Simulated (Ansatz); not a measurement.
**K+ with CO: structure and interaction energy**

One table from this session's results is given with a row withheld; the runs are named, their logs left out.

Method: PBE0-D4 structure, single points in def2-TZVPPD; program: Ansatz 0.2.0, Gaussian basis.

Levels: PBE-D4, revPBE-D4, BLYP-D4, r2SCAN-D4, B97M-V, PBE0-D4, B3LYP-D4, HSE06-D4, wB97X-V, wB97M-V, B2PLYP, Hartree-Fock, MP2, CCSD, CCSD(T). The reference is CCSD(T) extrapolated to the basis limit. For elements past Ar these valence bases correlate outer-core shells poorly and lack relativity, so that limit is rough.

Correlated methods freeze the cores. The outer core shell of Li, Na, Mg and K is correlated. B3LYP uses VWN-RPA correlation. B2PLYP carries no dispersion term here.

164 further runs of the same task are left out: 1 that didn't finish, 163 set aside as unsound or not needed.

## Starting geometry

The pair, from a GFN2-xTB docking trial: 3 atoms, charge 1, spin multiplicity 1.

Atoms are counted from 1 here; the program's logs count them from 0.

Bond lengths: K1–C2 2.760 Å, C2–O3 1.111 Å. Angles: K1–C2–O3 178.2°.

Coordinates:

```csv
atom,x (Å),y (Å),z (Å)
K1,-0.0831,-0.0244,-2.2088
C2,0.0066,0.0019,0.5499
O3,0.0765,0.0224,1.6589
```

Atoms 1 to 1 are fragment A (K+), the rest fragment B (CO).

The first run:

File pre/in.yaml:

```yaml
crystal:
  periodic: [false, false, false]
  atoms:
    - {symbol: K, position_ang: [-0.083100, -0.024400, -2.208800]}
    - {symbol: C, position_ang: [0.006600, 0.001900, 0.549900]}
    - {symbol: O, position_ang: [0.076500, 0.022400, 1.658900]}
basis:
  gaussian: {orbitals: def2-SVP}
total_charge: 1
hamiltonian: {xc: pbe, dispersion: d4}
relax: {f_tol: 0.03, max_steps: 250}
```

Launch:

```sh
> ansatz run in.yaml --threads 2 --pin off --events-out ev --progress --plain --max-ram 5222MiB
```

Steps of the session up to this table: A first relaxation in a small basis; Relaxation at PBE0-D4; wB97X-V/def2-TZVPPD; wB97M-V/def2-TZVPPD; B2PLYP/def2-TZVPPD; B97M-V/def2-TZVPPD; CCSD(T)/def2-TZVPPD; Hartree-Fock/STO-3G; SPW92/def2-SVP; wB97M-V/def2-SVP; CCSD(T)/def2-SVP; Vibrations of the pair.

One table of the session follows, with a row left open; its other results are not shown here.

| method | interaction (kJ/mol) |
| --- | --- |
| PBE-D4 | -32.05 |
| revPBE-D4 | -30.78 |
| BLYP-D4 | -30.99 |
| r2SCAN-D4 | -27.47 |
| B97M-V | -28.22 |
| PBE0-D4 | -28.88 |
| B3LYP-D4 | -29.16 |
| HSE06-D4 | -28.95 |
| wB97X-V | -27.13 |
| wB97M-V | ? |
| B2PLYP | -27.37 |
| Hartree-Fock | -16.34 |
| MP2 | -29.77 |
| CCSD | -25.21 |
| CCSD(T) | -26.62 |
| CCSD(T)/CBS | -27.97 |

**Question.** Estimate the row for wB97M-V.

As computed: interaction (kJ/mol): -26.31. In the column «interaction (kJ/mol)» it lies between CCSD(T) (-26.62) and CCSD (-25.21).

Among the levels timed on like hardware, those that no quicker one beats, quickest first: PBE-D4 (2.2 s, -4.08 kJ/mol); revPBE-D4 (2.2 s, -2.81 kJ/mol); PBE0-D4 (2.5 s, -0.91 kJ/mol); r2SCAN-D4 (4 s, +0.50 kJ/mol); B97M-V (9.2 s, -0.25 kJ/mol).

B97M-V reaches 0.25 kJ/mol from the reference in 9.2 s; the quickest level in the cost chart, PBE-D4, takes 2.2 s and misses by 4.08 kJ/mol.

To keep in mind: A lower arrangement may exist.
